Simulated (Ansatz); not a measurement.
# CH₄BBrOS: up Jacob's ladder to CCSD(T)

One table from this session's results is given with a row withheld; the runs are named, their logs left out.

Method: functionals in def2-TZVPP, the program's frozen cores in correlated methods; program: Ansatz 0.2.0, Gaussian basis.

The runs, in order: PBE-D4, r2SCAN-D4, PBE0-D4, B3LYP-D4, ωB97X-V, ωB97M-V, B2PLYP; CCSD(T)/def2-TZVPP; MP2/def2-QZVPP; extrapolation to the limit.

## The geometry

An earlier PBE0-D4 in a triple-zeta def2 set relaxation fixed the geometry.

SMILES `COB(S)Br`, 9 atoms, charge 0, spin multiplicity 1.

Atoms are counted from 1 here; the program's logs count them from 0.

Bond lengths: C1–O2 1.414 Å, C1–H6 1.091 Å, C1–H7 1.091 Å, C1–H8 1.091 Å, O2–B3 1.335 Å, B3–S4 1.807 Å, B3–Br5 1.944 Å, S4–H9 1.340 Å. Angles: O2–C1–H6 108.4°, O2–C1–H7 108.3°, O2–C1–H8 111.6°, H6–C1–H7 109.1°, H6–C1–H8 109.7°, H7–C1–H8 109.7°, C1–O2–B3 127.5°, O2–B3–S4 116.8°, O2–B3–Br5 122.6°, S4–B3–Br5 120.7°, B3–S4–H9 95.9°.

Set-up of the first run:

in.yaml

```yaml
crystal:
  periodic: [false, false, false]
  atoms:
    - {symbol: C, position_ang: [-0.167672, -0.971351, 1.224537]}
    - {symbol: O, position_ang: [-0.491547, -0.542822, -0.082928]}
    - {symbol: B, position_ang: [0.020907, 0.494799, -0.747613]}
    - {symbol: S, position_ang: [-0.605924, 0.781424, -2.417782]}
    - {symbol: Br, position_ang: [1.376654, 1.659620, 0.016056]}
    - {symbol: H, position_ang: [0.207041, -1.994269, 1.168040]}
    - {symbol: H, position_ang: [-1.077838, -0.956780, 1.825545]}
    - {symbol: H, position_ang: [0.585769, -0.328375, 1.681906]}
    - {symbol: H, position_ang: [0.152631, 1.857764, -2.667741]}
basis:
  gaussian: {orbitals: def2-TZVPP}
hamiltonian: {xc: pbe, dispersion: d4}
output: {forces: true, orbitals: {seedname: orbitals}}
```

Launch:

```sh
ansatz run in.yaml --threads 2 --pin off --events-out ev --progress --plain --max-ram 22528MiB --backend cpu
```

Among the steps run: PBE-D4 (GGA); r2SCAN-D4 (meta-GGA); PBE0-D4 (hybrid); B3LYP-D4 (hybrid); ωB97X-V (range-separated); ωB97M-V (range-separated); B2PLYP (double hybrid); CCSD(T) in def2-TZVPP; MP2 in def2-QZVPP.

One table of the session follows, with a row left open; its other results are not shown here.

It belongs to the step «Atomisation energies». 

| method | atomisation energy (kJ/mol) |
| --- | --- |
| PBE-D4 | 3449.0 |
| r2SCAN-D4 | 3392.0 |
| PBE0-D4 | 3381.0 |
| B3LYP-D4 | 3350.9 |
| ωB97X-V | 3366.5 |
| ωB97M-V | 3374.3 |
| B2PLYP | 3320.4 |
| HF/def2-TZVPP | 2449.0 |
| MP2/def2-TZVPP | 3356.7 |
| CCSD/def2-TZVPP | ? |
| CCSD(T)/def2-TZVPP | 3268.0 |
| MP2/CBS | 3448.9 |
| CCSD(T)/CBS | 3360.2 |

Q: Estimate the row for CCSD/def2-TZVPP from the others.

As computed: atomisation energy (kJ/mol): 3208.2. In the column «atomisation energy (kJ/mol)» it lies between HF/def2-TZVPP (2449.0) and CCSD(T)/def2-TZVPP (3268.0).

Limits of these values: Free atoms (1 C, 1 O, 1 B, 1 S, 1 Br, 4 H) were run apart at each level; the atomisation energy is their sum less the molecule, without zero-point or spin-orbit terms.
